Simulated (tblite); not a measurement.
# C4H5F3OSi: the cost of one run

Computed with tblite 0.8.0 and PySCF 2.14.0, with density-fitted response routines of our own, on a single molecule in the gas phase. Atoms are numbered from 0 throughout.

## (1) The starting structure

14 atoms, charge 0, multiplicity 1; geometry from: force field or distance geometry start.

Bonds of the start (Å): C0–C1 1.32, C1–Si2 1.86, Si2–C3 1.85, C3–O4 1.37, O4–C5 1.39, C5–F6 1.39, C5–F7 1.38, C5–F8 1.38, C3–C1 1.50, C0–H9 1.11, C0–H10 1.08, Si2–H11 1.45, Si2–H12 1.47, C3–H13 1.12.

## (2) Geometry optimisation with GFN2-xTB

What the job is given:

```
{"job": {"kind": "relax", "xc": "GFN2-xTB", "basis": "xTB"}, "charge": 0, "multiplicity": 1}
C     -1.351500     1.752000    -1.008800
C     -1.095800     0.617000    -0.386000
Si    -1.628000    -1.065600     0.197400
C     -0.036700    -0.130300     0.361900
O      1.035800    -0.613600    -0.348900
C      2.256000    -0.515400     0.302300
F      3.215800    -1.025800    -0.561200
F      2.568300     0.797800     0.598400
F      2.210600    -1.298300     1.442600
H     -2.376900     1.845800    -1.428900
H     -0.630200     2.553900    -1.104200
H     -1.786900    -2.098700    -0.814500
H     -2.547500    -1.085700     1.343700
H      0.166200     0.266400     1.384100
```

Command:

```
OMP_NUM_THREADS=1 python probes_run.py task.json out
```

The driver reads the jobs from task.json and runs them one after another.

**Question.** How long does this first job take on 1 thread of Arm Neoverse N1, shared host?

About 1.7 s.
